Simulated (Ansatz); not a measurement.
**TiHO (quartet): from Hartree-Fock to the top rungs at a displaced geometry (v2), def2-SVP**

One table from this session's results is given with a row withheld; the runs are named, their logs left out.

The runs use Ansatz 0.2.0, Gaussian basis; def2-SVP, core rule «outside noble gas», up to 10 orbitals frozen.

Plan: UHF; CCSD(T) on ROHF; CCSD(T) on UHF; CISD as a restricted active space (open shells left free, so some higher excitations enter); CCSDT(Q) on ROHF; CCSDT(Q) on UHF.

32 further runs of the same task are left out: 11 for a known fault of the program, 8 that didn't finish, 13 set aside as unsound or not needed. Runs told in other sessions of the task aren't counted.

**What is computed**

The geometry is a PBE0/def2-TZVP stationary point (not a proven minimum) with its atoms shifted at random (size 0.100 Å).

3 atoms, charge 0, spin multiplicity 4.

Atoms are counted from 1 here; the program's logs count them from 0.

Bond lengths: Ti1–O2 1.698 Å, Ti1–H3 1.858 Å. Angles: O2–Ti1–H3 171.7°.

Set-up of the first run:

The input, in.yaml:

```yaml
crystal:
  periodic: [false, false, false]
  atoms:
    - {symbol: Ti, position_ang: [0.084376, 0.005225, -0.055236]}
    - {symbol: O, position_ang: [-0.080498, 0.013599, -1.745142]}
    - {symbol: H, position_ang: [-0.003878, -0.018825, 1.800378]}
basis:
  gaussian: {orbitals: def2-SVP}
magnetization: {spin_polarized: true, initial_magnetization: 3}
hamiltonian: {xc: hf}
output: {orbitals: {seedname: orbitals}}
```

Run with:

```bash
$ ansatz run in.yaml --threads 1 --pin off --events-out ev --progress --plain --max-ram 2393MiB
```

Steps of the session up to this table: UHF; CCSD(T) on ROHF; CCSD(T) on UHF; CISD as a restricted active space (open shells left free, so some higher excitations enter); CCSDT(Q) on ROHF; CCSDT(Q) on UHF.

One of the session's tables, all rows but one given; the rest of the session is left out.

It belongs to the step «Misses and costs». 

| method | from RCCSDT(Q) (kJ/mol) |
| --- | --- |
| ROHF | +662.9 |
| UHF | +646.9 |
| RMP2 | +124.5 |
| UMP2 | +120.9 |
| RCCSD | +43.5 |
| UCCSD | ? |
| RCCSD(T) | +18.5 |
| UCCSD(T) | +14.6 |
| RCCSDT | +4.6 |
| UCCSDT | +0.5 |
| RCCSDT(Q) | 0 |
| UCCSDT(Q) | -4.7 |

Estimate the missing values for UCCSD.

As computed: from RCCSDT(Q) (kJ/mol): +39.1. In the column «from RCCSDT(Q) (kJ/mol)» it lies between RCCSD(T) (+18.5) and RCCSD (+43.5).

Not comparable, so not listed: CISD as a restricted active space (open shells left free, so some higher excitations enter) (they don't share determinant, frozen orbitals or solution with the rows shown, or repeat one).

Caveats from the session: Restricted and unrestricted rows rest on different reference determinants; a gap between their highest levels can come from leftover correlation error, from unlike frozen cores or from another state.
